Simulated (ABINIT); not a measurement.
An input for ABINIT 10.8.3 (patched build) (Ti):

File run.abi:

```
pp_dirpath "./"
pseudos "Ti.GGA_PBE-JTH.xml"

acell 3*1.0 Angstrom
rprim
     4.5673748306     0.0000000000     0.0000000000
    -2.2836874153     3.9554626319     0.0000000000
     0.0000000000     0.0000000000     2.8262442700
ntypat 1
znucl 22
natom 3
typat 1 1 1
xred
     0.6666666667     0.3333333333     0.5000000000
     0.3333333333     0.6666666667     0.5000000000
     0.0000000000     0.0000000000     0.0000000000

ecut 18.0
pawecutdg 36.0
pawxcdev 0

kptopt 1
ngkpt 7 6 10
nshiftk 1
shiftk 0.0 0.0 0.0

ixc 11

nband 22
occopt 3
tsmear 0.05 eV

nstep 100
tolvrs 1.0e-9

iomode 3
prtwf 0
prtden 0
prteig 0
prtebands 0
```

Potentials or basis: JTH PAW PBE v2.0.

The run is started by

```sh
$ abinit run.abi > log 2>&1
```

Q: Does this run start?

A: The run stopped without a result. It printed:

run.abo:

```text
.Version 10.8.3 of ABINIT

--- !ERROR
message: |
    Chksymbreak = 1. It has been observed that the k point grid is not symmetric:
    for the symmetry number: 3
    with symrec= 0 1 0 1 0 0 0 0 1
    the symmetric of the k point number: 7 with components:    -1.428571E-01    0.000000E+00    0.000000E+00
    does not belong to the k point grid.
    Read the description of the input variable chksymbreak,
    You might switch it to zero, or change your k point grid to one that is symmetric.
...
```
